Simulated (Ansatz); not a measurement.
# BFHInO: taking an electron away

The task here is to estimate one member of a computed series from the others.

Computed with Ansatz 0.2.0, Gaussian basis. Level: unrestricted cation, the program's frozen cores in correlated methods.

Levels to be run: UKS PBE-D4/def2-TZVPP; UKS r2SCAN-D4/def2-TZVPP; UKS PBE0-D4/def2-TZVPP; UKS B3LYP-D4/def2-TZVPP; UKS wB97X-V/def2-TZVPP; UKS wB97M-V/def2-TZVPP; UKS B2PLYP/def2-TZVPP; UHF-CCSD(T)/def2-TZVPP; UHF-MP2/def2-QZVPP; extrapolation to the limit; then −ε(HOMO) from the neutral's earlier runs with LDA (SPW92), PBE-D4, revPBE-D4, BLYP-D4, r2SCAN-D4, B97M-V, PBE0-D4, B3LYP-D4, r2SCANh-D4, r2SCAN0-D4, HSE06-D4, BHLYP-D4, CAM-B3LYP-D4, LC-ωPBE, ωB97X-V, ωB97M-V.

### Structure used throughout

All runs share one geometry, relaxed beforehand with PBE0-D4 in a triple-zeta def2 set. In takes the def2 core potential; no spin-orbit term is included.

5 atoms, charge 0, spin multiplicity 1.

Atoms are counted from 1 here; the program's logs count them from 0.

Bond lengths: F1–B3 1.360 Å, In2–O4 2.078 Å, B3–O4 1.319 Å, B3–H5 1.202 Å. Angles: F1–B3–O4 120.1°, F1–B3–H5 115.5°, O4–B3–H5 124.4°, In2–O4–B3 128.0°.

The first run:

The input, in.yaml:

```yaml
crystal:
  periodic: [false, false, false]
  atoms:
    - {symbol: F, position_ang: [-1.331287, 0.148222, -0.517165]}
    - {symbol: In, position_ang: [0.362073, -2.067162, 1.273856]}
    - {symbol: B, position_ang: [-0.037289, 0.522630, -0.330058]}
    - {symbol: O, position_ang: [0.780774, -0.246520, 0.362770]}
    - {symbol: H, position_ang: [0.275629, 1.569129, -0.830802]}
basis:
  gaussian: {orbitals: def2-TZVPP}
total_charge: 1
magnetization: {spin_polarized: true, initial_magnetization: 1}
hamiltonian: {xc: pbe, dispersion: d4}
```

Run with:

```
> ansatz run in.yaml --threads 2 --pin off --events-out ev --progress --plain --max-ram 4352MiB
```

Among the steps run: Cation, UKS PBE-D4/def2-TZVPP; Cation, UKS r2SCAN-D4/def2-TZVPP; Cation, UKS PBE0-D4/def2-TZVPP; Cation, UKS B3LYP-D4/def2-TZVPP; Cation, UKS wB97X-V/def2-TZVPP; Cation, UKS wB97M-V/def2-TZVPP; Cation, UKS B2PLYP (frozen core)/def2-TZVPP; Cation, UHF-CCSD(T)/def2-TZVPP; Cation, UHF-MP2/def2-QZVPP.

One of the session's tables, all rows but one given; the rest of the session is left out.

It belongs to the step «Ionisation energies side by side». Orbital estimates, from the neutral's runs:

```
  functional  −ε(HOMO) (eV)
 LDA (SPW92)           6.43
      PBE-D4           6.19
   revPBE-D4           6.11
     BLYP-D4           6.11
   r2SCAN-D4           6.47
      B97M-V              ?
     PBE0-D4           7.32
    B3LYP-D4           7.19
  r2SCANh-D4           6.90
  r2SCAN0-D4           7.53
    HSE06-D4           6.92
    BHLYP-D4           8.31
CAM-B3LYP-D4           8.63
     LC-ωPBE           9.74
     ωB97X-V           9.48
     ωB97M-V           9.45
```

**Question.** Estimate the row for B97M-V.

As computed: −ε(HOMO) (eV): 6.36. In the column «−ε(HOMO) (eV)» it lies between PBE-D4 (6.19) and LDA (SPW92) (6.43).
